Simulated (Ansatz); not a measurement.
## NaLaMnMoO6: relaxation of cell and atoms with PBE+D4

NaLaMnMoO6:

```xyz
10
Lattice="5.4321 -0.0113 -0.0003 2.4436 4.9348 -0.0186 0.1094 2.6847 5.0456" Properties=species:S:1:pos:R:3 pbc="T T T"
Na    4.0149    2.2638    3.7141
La    3.4885    2.5591    0.0405
Mn    6.4651    3.9635    2.0907
Mo    3.6032    5.7223    1.6638
O     4.6507    4.5363    2.8337
O     2.3582    0.4025    0.2897
O     2.2610    2.2480    2.2733
O     2.3489    4.5717    0.5966
O     2.2563    5.4095    3.0451
O     5.5988    2.3431    1.0178
```

The cell was built by a generator and needn't be a form met in nature.

- Program: Ansatz 0.2.0
- Task: relaxation of cell and atoms
- Functional: PBE
- Dispersion: D4
- Potentials or basis: Ansatz PAW
- Cutoff: 420 eV (not typed: the program's choice for these potentials)
- k mesh: 4 × 5 × 4
- Occupations: fermi-dirac, width 0.05 eV
- Spin: collinear spin, ferromagnetic start
- Starting moments: [0.0, 0.0, 4.0, 1.0, 0.0, 0.0, 0.0, 0.0, 0.0, 0.0] μB

```
Relaxed volume                         : 13.15 Å³/atom
Relaxed cell                           : a = 5.396 Å, b = 5.328 Å, c = 5.627 Å, α = 66.71°, β = 90.65°, γ = 64.98°
Space group after relaxing (to 0.05 Å) : P1 (No. 1)
Energy gained by relaxing              : 3.6 meV/atom
Ionic steps                            : 25
Pressure after relaxing                : 0.0 GPa
Largest force after relaxing           : 0.004 eV/Å
Band gap on the k mesh                 : 0.10 eV, indirect (least direct gap 0.18 eV)
Net moment                             : 5.00 μB per cell
Absolute moment                        : 5.08 μB per cell
Site moments                           : Na +0.00; La +0.02; Mn +3.51; Mo +0.29; O +0.00, +0.06, +0.04, +0.02 μB
```

Forces in eV/Å, atoms in the order of the input:
```
Na   0.001  0.000  0.000
La  -0.002  0.001 -0.001
Mn  -0.002  0.001  0.000
Mo   0.002  0.002  0.002
O    0.000 -0.002  0.001
O    0.001 -0.001 -0.004
O    0.000  0.000  0.003
O   -0.002 -0.003 -0.001
O    0.002  0.001  0.002
O    0.001  0.001 -0.003
```

The path:
| step | energy change (eV) | largest force (eV/Å) | volume (Å³) |
| --- | --- | --- | --- |
| 1 | 0.0000 | 0.0260 | 135.66 |
| 2 | -0.0279 | 0.2429 | 132.13 |
| 3 | -0.0341 | 0.0982 | 132.61 |
| 4 | -0.0377 | 0.0644 | 132.37 |
| 5 | -0.0409 | 0.0411 | 131.83 |
| 6 | -0.0414 | 0.0376 | 131.73 |
| 7 | -0.0416 | 0.0631 | 131.71 |
| 8 | -0.0418 | 0.0117 | 131.69 |
| 9 | -0.0417 | 0.0107 | 131.73 |
| 10 | -0.0417 | 0.0094 | 131.74 |
| 11 | -0.0418 | 0.0230 | 131.75 |
| 12 | -0.0421 | 0.0331 | 131.77 |
| 13 | -0.0426 | 0.0454 | 131.78 |
| 14 | -0.0434 | 0.0429 | 131.74 |
| 15 | -0.0444 | 0.0389 | 131.71 |
| 16 | -0.0451 | 0.0187 | 131.64 |
| 17 | -0.0452 | 0.0361 | 131.68 |
| 18 | -0.0454 | 0.0183 | 131.67 |
| 19 | -0.0455 | 0.0089 | 131.66 |
| 20 | -0.0454 | 0.0081 | 131.68 |
| 21 | -0.0358 | 0.0084 | 131.68 |
| 22 | -0.0367 | 0.0114 | 131.53 |
| 23 | -0.0368 | 0.0139 | 131.50 |
| 24 | -0.0369 | 0.0041 | 131.50 |
| 25 | -0.0364 | 0.0041 | 131.50 |

Final structure:
```yaml
crystal:
  lattice:
    - [5.39515, -0.10235, -0.04260]
    - [2.34413, 4.78365, -0.09429]
    - [0.02415, 2.56488, 5.00803]
  atoms:
    - { symbol: Na, position: [0.70207, 0.05702, 0.73084] }
    - { symbol: La, position: [0.41122, 0.51769, 0.00633] }
    - { symbol: Mn, position: [0.91247, 0.58690, 0.40878] }
    - { symbol: Mo, position: [0.22340, 0.97327, 0.33770] }
    - { symbol: O, position: [0.57248, 0.61799, 0.56905] }
    - { symbol: O, position: [0.42288, 0.03228, 0.06206] }
    - { symbol: O, position: [0.30989, 0.22934, 0.44325] }
    - { symbol: O, position: [0.03470, 0.86886, 0.11442] }
    - { symbol: O, position: [0.05712, 0.75172, 0.60552] }
    - { symbol: O, position: [0.85376, 0.36492, 0.22204] }
```

Levels at points of the mesh, in eV from the valence-band top:
Spin up:
| k point | band 41 | band 42 | band 43 | band 44 | band 45 | band 46 | band 47 | band 48 | band 49 | band 50 |
| --- | --- | --- | --- | --- | --- | --- | --- | --- | --- | --- |
| (0.00, 0.00, 0.00) | -2.13 | -1.98 | -1.83 | -1.12 | 0.00 | 0.35 | 0.58 | 0.85 | 2.45 | 2.59 |
| (0.00, 0.00, -0.50) | -2.09 | -1.86 | -1.82 | -1.09 | -0.05 | 0.43 | 0.46 | 0.81 | 2.58 | 2.61 |
| (-0.50, 0.00, 0.00) | -2.15 | -2.01 | -1.78 | -1.41 | -0.22 | 0.48 | 0.62 | 0.90 | 2.56 | 2.60 |
| (-0.50, 0.00, -0.50) | -2.22 | -1.95 | -1.78 | -1.35 | -0.26 | 0.49 | 0.74 | 0.83 | 2.55 | 2.60 |
Spin down:
| k point | band 37 | band 38 | band 39 | band 40 | band 41 | band 42 | band 43 | band 44 |
| --- | --- | --- | --- | --- | --- | --- | --- | --- |
| (0.00, 0.00, 0.00) | -3.30 | -2.99 | -2.91 | -2.71 | 0.65 | 0.80 | 0.95 | 1.44 |
| (0.00, 0.00, -0.50) | -3.46 | -3.11 | -2.92 | -2.66 | 0.63 | 0.76 | 0.90 | 1.56 |
| (-0.50, 0.00, 0.00) | -3.29 | -3.15 | -3.05 | -2.84 | 0.47 | 0.62 | 0.79 | 1.59 |
| (-0.50, 0.00, -0.50) | -3.30 | -3.21 | -2.96 | -2.75 | 0.36 | 0.67 | 0.91 | 1.49 |

Wall time 7.8 min on 8 threads of Arm Neoverse V1, with other jobs on the host, peak memory 1.2 GiB.

Caveat: odd divisions of the mesh miss points on the zone boundary, where band edges often lie, so the gap on the mesh can be too wide; the plane-wave basis is chosen anew once the cell has moved, so the energies of steps on either side of that aren't comparable; the pressure holds a Pulay correction of +0.6 GPa for the finite cutoff; spin-orbit coupling is left out, which moves the levels of the heavy elements; a cell with one magnetic atom can't hold antiferromagnetic order, which such compounds often take. As with any semilocal functional, this PBE gap is likely too small.
